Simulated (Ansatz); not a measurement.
**MnPt3: further runs on the relaxed cell**

The task here is to estimate one member of a computed series from the others.

Computed with Ansatz 0.2.0 (DFT PBEsol, scalar-relativistic, plane waves, PAW, unless a step's input says otherwise).

1 further run of the same task is left out (set aside as unsound or not needed).

## The starting structure

It takes space group Pm-3m (No. 221, cubic). Conventional cell: a = 3.873 Å, b = 3.873 Å, c = 3.873 Å, α = 90.00°, β = 90.00°, γ = 90.00°. Mn (site symmetry m-3m) has 12 Pt at 2.74 Å as nearest neighbours. Around Pt (site symmetry 4/mmm) lie 4 Mn at 2.74 Å and 8 Pt at 2.74 Å.

Structure file:

```cif
data_structure
_symmetry_space_group_name_H-M 'P 1'
_symmetry_Int_Tables_number 1
_cell_length_a 3.8730
_cell_length_b 3.8730
_cell_length_c 3.8730
_cell_angle_alpha 90.000
_cell_angle_beta 90.000
_cell_angle_gamma 90.000
_cell_volume 58.10
loop_
_atom_site_label
_atom_site_type_symbol
_atom_site_fract_x
_atom_site_fract_y
_atom_site_fract_z
_atom_site_occupancy
Mn1 Mn 0.00000 0.00000 0.00000 1
Pt1 Pt 0.00000 0.50000 0.50000 1
Pt2 Pt 0.50000 0.00000 0.50000 1
Pt3 Pt 0.50000 0.50000 0.00000 1
```

This cell was relaxed beforehand with the same method: volume 14.52 Å³/atom, gap on the mesh none (metal), site moments up to 3.7 μB.

The first run:

input.yaml reads:

```yaml
crystal:
  lattice:
    - [3.8730466588, 0.0, 0.0]
    - [0.0, 3.8730466588, 0.0]
    - [0.0, 0.0, 3.8730466588]
  atoms:
    - { symbol: Mn, position: [0.0, 0.0, 0.0], spin: 4.07 }
    - { symbol: Pt, position: [0.0, 0.5, 0.5], spin: 0.17 }
    - { symbol: Pt, position: [0.5, 0.0, 0.5], spin: 0.17 }
    - { symbol: Pt, position: [0.5, 0.5, 0.0], spin: 0.17 }
basis:
  ecutwfc: 420
kpoints:
  mp_grid: { grid: [12, 12, 12] }
  band_path:
    path:
      - [[0.0, 0.0, 0.0], [0.0, 0.5, 0.0], [0.5, 0.5, 0.0], [0.0, 0.0, 0.0], [0.5, 0.5, 0.5], [0.0, 0.5, 0.0]]
      - [[0.5, 0.5, 0.5], [0.5, 0.5, 0.0]]
    npoints: 14
hamiltonian:
  xc: pbesol
scf:
  occupations: { method: gaussian, width: 0.1 }
  n_extra_bands: 10
output:
  forces: true
  stress: true
  eigenvalues: true
  populations: true
  dos: { projected: true, de: 0.02, nscf_kmesh: { grid: [18, 18, 18] } }
  bader: true
  write_density: true
  write_potential: true
  elf: true
  volumetric_format: npy
magnetization:
  spin_polarized: true
checkpoint:
  read: start.run
  write: ck
  compress: false
  write_wavefunctions: false
  write_every: 100000
```

Command:

```
$ ansatz run input.yaml --threads 1 --pin off --max-ram 2560MiB --backend cpu --events-out ev --progress --plain --runs-dir out
```

Among the steps run: Bands, states and charges; Back to the database's cell; The cell scaled to 0.97 of its volume; The cell scaled to 1.03 of its volume; Volume × 0.94; The cell scaled to 1.06 of its volume; The cell scaled to 0.91 of its volume; The cell scaled to 1.10 of its volume; The cell scaled to 0.88 of its volume.

One table of the session follows, with a row left open; its other results are not shown here.

It belongs to the step «Energy against volume». 

| volume (Å³/atom) | energy above the lowest point (meV/atom) | pressure (GPa) | largest moment (μB) |
| --- | --- | --- | --- |
| 12.781 | 213.5 | 44.63 | 3.42 |
| 13.217 | ? | ? | ? |
| 13.653 | 46.8 | 18.29 | 3.58 |
| 14.089 | 11.0 | 8.33 | 3.64 |
| 14.524 | 0.0 | 0.02 | 3.70 |
| 14.960 | 9.7 | -6.89 | 3.75 |
| 15.396 | 36.5 | -12.59 | 3.80 |
| 15.977 | 93.9 | -18.59 | 3.87 |

Estimate the missing values for volume (Å³/atom) = 13.217.

Worked estimate for «energy above the lowest point (meV/atom)». A straight line through the neighbours (12.781, 213.5) and (13.653, 46.8) gives 213.5 + (46.8 − 213.5) × (13.217 − 12.781) / (13.653 − 12.781) = 130.2; a parabola fitted to 3 rows on both sides gives 114.3.

As computed: energy above the lowest point (meV/atom): 112.3; pressure (GPa): 30.22; largest moment (μB): 3.50. In «energy above the lowest point (meV/atom)» the line misses by +17.9 and the parabola by +2.0.

Caveats from the session: Warnings in the runs' records: stability check not made.
